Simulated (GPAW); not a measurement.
Si2Mo: single point with LDA

Si2Mo, a slab with vacuum:

```
Si Mo
1.0
     3.20000    0.00000    0.00000
     0.00000    3.20000    0.00000
     0.00000    0.00000   25.48657
Si Mo
6 3
Direct
  0.00000 0.00000 0.29427
  0.00000 0.00000 0.39729
  0.50000 0.50000 0.44849
  0.50000 0.50000 0.55151
  0.00000 0.00000 0.60271
  0.00000 0.00000 0.70573
  0.50000 0.50000 0.34578
  0.00000 0.00000 0.50000
  0.50000 0.50000 0.65422
```

The cell isn't the ideal one: the (0 0 1) slab of Si2Mo, cut from the database cell, not relaxed.

| Quantity | Value |
| --- | --- |
| Program | GPAW 26.7.0 |
| Task | single point |
| Functional | LDA |
| Potentials or basis | the program's PAW data sets (release 1.2.1) made for this functional |
| Cutoff | 450 eV |
| Basis | pw |
| k mesh | 8 × 8 × 1 |
| Occupations | fermi-dirac, width 0.05 eV |
| Spin | no spin polarisation |
| Maxiter | 150 |
| Dipole layer | yes |

```json
{"Largest force": "1.057 eV/Å", "Band gap on the k mesh": "none (metal or under the smearing width)", "Dipole across the slab": "0.00 e·Å", "Work function of the upper face": "4.70 eV", "Work function of the lower face": "4.70 eV"}
```

Forces on the atoms (eV/Å):
```
Si   0.000  0.000  1.057
Mo   0.000  0.000  0.066
Si   0.000  0.000 -0.678
Si   0.000  0.000  0.017
Mo   0.000  0.000  0.000
Si   0.000  0.000 -0.017
Si   0.000  0.000  0.678
Mo   0.000  0.000 -0.066
Si   0.000  0.000 -1.057
```

Levels at points of the mesh, in eV from the Fermi level:
```csv
k point,band 30,band 31,band 32,band 33,band 34,band 35,band 36,band 37
"(0.00, 0.00, 0.00)",-0.49,0.67,0.77,0.79,0.81,0.81,0.85,0.99
"(0.50, 0.00, 0.00)",-1.78,-0.38,-0.28,-0.15,-0.12,-0.04,2.31,2.32
"(0.50, 0.50, 0.00)",-1.95,-1.26,-1.20,-1.20,0.10,1.33,1.99,2.44
```

Wall time 100 s on 1 thread of Arm Neoverse V2 (shared host), peak memory 0.3 GiB.
